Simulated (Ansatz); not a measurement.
# C3H4BCl: ladder of methods at one geometry

How do the methods compare on C3H4BCl, in result and in cost? A script is to give a ladder of methods at one geometry; the system is C3H4BCl. SMILES: C#CB(C)Cl.

All numbers are computed with Ansatz 0.2.0, driven from Python. The levels of theory stand in the script.

### Step 1. The structure

Bond lengths: C1–C2 1.237 Å, C2–B3 1.562 Å, B3–C4 1.535 Å, B3–Cl5 1.835 Å, C1–H6 1.041 Å, C4–H7 1.090 Å, C4–H8 1.137 Å, C4–H9 1.176 Å. Angles: C1–C2–B3 177.8°, C2–C1–H6 173.0°, C2–B3–C4 116.7°, C2–B3–Cl5 119.4°, C4–B3–Cl5 123.8°, B3–C4–H7 114.8°, B3–C4–H8 107.2°, B3–C4–H9 110.9°, H7–C4–H8 108.5°, H7–C4–H9 109.4°, H8–C4–H9 105.6°.

No structure file is read: the coordinates are typed or built in the script.

### Step 2. The script

c3h4bcl_methods.py reads:

```python
from pathlib import Path
import argparse

import ansatz as az
from ase import Atoms
import numpy as np

parser = argparse.ArgumentParser(description='One geometry of C3H4BCl, method by method.')
parser.add_argument('--basis-set', default='def2-SVP', help='Gaussian basis set')
args = parser.parse_args()

atoms = Atoms(['C', 'C', 'B', 'C', 'Cl', 'H', 'H', 'H', 'H'], positions=[
    (2.0272, 1.2333, 0.5224),
    (0.9926, 0.7762, 0.0217),
    (-0.2874, 0.1448, -0.6123),
    (-0.9884, -0.9553, 0.1971),
    (-0.8104, 0.6669, -2.2918),
    (2.8412, 1.7323, 0.9378),
    (-0.372, -1.8283, 0.4129),
    (-1.892, -1.2915, -0.4062),
    (-1.4224, -0.5247, 1.2014),
])
mol = az.Crystal.molecule_from_ase(atoms)

setup = mol.calculation().basis(gaussian=args.basis_set)

print('functional    E (Ha)        dipole (D)   HOMO (eV)  LUMO (eV)')
for name in ['pbe', 'lc_wpbe', 'revpbe', 'hse06']:
    data = setup.functional(name).forces().orbitals().run(runs_dir='runs').report
    lines = Path(data['orbitals_path']).read_text().splitlines()
    field_of = lambda key: [line.split('=')[1].strip() for line in lines if line.startswith(key)]
    orbitals = [(27.211386 * float(e), s, float(n)) for e, s, n in zip(field_of('Ene='), field_of('Spin='), field_of('Occup='))]
    homo = max(e for e, _, n in orbitals if n > 0.5)
    lumo = min(e for e, _, n in orbitals if n < 0.5)
    dipole = 4.803205 * np.linalg.norm(data['charge_distribution']['dipole_moment_e_ang'])
    print(f'{name:10s} {data["free_energy_ev"] / 27.211386246:14.6f} {dipole:9.3f} {homo:11.3f} {lumo:10.3f}')
```

### Step 3. Running it

Run with:

```
python c3h4bcl_methods.py
```

Output:

```text
functional    E (Ha)        dipole (D)   HOMO (eV)  LUMO (eV)
pbe           -601.117949     1.481      -6.824     -2.798
lc_wpbe       -601.267532     1.725     -10.944      0.261
revpbe        -601.385891     1.496      -6.777     -2.723
hse06         -601.158083     1.634      -7.715     -2.335
```

It took 13 s on 1 thread of Arm Neoverse V1, shared host; peak memory 0.26 GiB.

### Step 4. The engine's runs

One row for each of the 4 runs:

| run | functional | energy (eV) | SCF cycles | CPU time (s) |
| --- | --- | --- | --- | --- |
| 1 | pbe | -16357.2527 | 18 | 2.8 |
| 2 | lc_wpbe | -16361.3230 | 16 | 3.2 |
| 3 | revpbe | -16364.5438 | 18 | 2.7 |
| 4 | hse06 | -16358.3448 | 17 | 3.9 |

Totals under unlike functionals or potentials can't be compared directly.

The fields below are those of run 1.

### Step 5. Pictures from the orbitals

The fields below are evaluated on a grid from the run's orbitals.

Frontier orbitals at PBE/def2-SVP, with the share of their density that lies nearest to each atom:

```csv
orbital,energy (eV),lies on
HOMO-1,-7.17,"C1, C2 about 32 % each; Cl5 26 %"
HOMO,-6.82,"C1, C2 about 42 % each"
LUMO,-2.80,B3 45 %; C1 21 %; Cl5 10 %
```

ELF in a plane through or near 7 of the atoms.

Values, 10 rows by 14 columns:
```
0.00 0.00 0.00 0.00 0.00 0.00 0.00 0.00 0.00 0.00 0.00 0.00 0.00 0.00
0.00 0.00 0.00 0.00 0.00 0.00 0.00 0.00 0.00 0.00 0.00 0.00 0.00 0.00
0.00 0.00 0.00 0.00 0.00 0.00 0.00 0.00 0.01 0.00 0.00 0.00 0.00 0.00
0.00 0.00 0.04 0.10 0.37 0.33 0.01 0.04 0.26 0.13 0.02 0.00 0.00 0.00
0.00 0.01 0.95 0.99 0.66 0.81 0.40 0.25 0.33 0.63 0.71 0.05 0.00 0.00
0.00 0.01 0.71 0.92 0.43 0.20 0.87 0.31 0.89 0.95 1.00 0.27 0.00 0.00
0.00 0.00 0.01 0.20 0.47 0.44 0.26 0.72 0.60 0.09 0.02 0.00 0.00 0.00
0.00 0.00 0.00 0.00 0.01 0.01 0.65 0.31 0.31 0.80 0.09 0.00 0.00 0.00
0.00 0.00 0.00 0.00 0.00 0.01 0.57 0.83 0.75 0.45 0.01 0.00 0.00 0.00
0.00 0.00 0.00 0.00 0.00 0.00 0.01 0.08 0.06 0.00 0.00 0.00 0.00 0.00
```
The map spans 12.1 Å across and 10.1 Å up, centred on the molecule. Atoms in the plane (x, y in Å): C1 (-2.4, 0.2), C2 (-1.2, -0.2), B3 (0.3, -0.6), C4 (1.3, 0.5), Cl5 (0.7, -2.4), H6 (-3.4, 0.4), H8 (2.3, 0.0).

On the surface of density 0.002 e/bohr³ the electrostatic potential runs, from the 1st to the 99th percentile, from -0.73 V near C2 to 1.43 V near H6.

### Step 6. Summary of results

| quantity | value |
| --- | --- |
| runs compared | 4 |
| HOMO-LUMO gap of the mean field (PBE/def2-SVP) | 4.03 eV |

In words: All 4 runs converged, in 16 to 18 cycles. Notes:
- The geometry is a force-field or estimated start, not a minimum of this method, and the basis set is short of its limit. A lower total doesn't mark the better method: functionals have no common bound, and MP2 and coupled cluster aren't variational.
- Levels such as HOMO and LUMO are orbital energies: with these approximate functionals they aren't the ionisation energy and electron affinity, and their gap isn't the fundamental gap.
- hse06 follows the composition of plane-wave codes, whose totals differ by tens of mHa, up to about 0.1 Ha, from the form usual in Gaussian-basis programs (wpbeh).
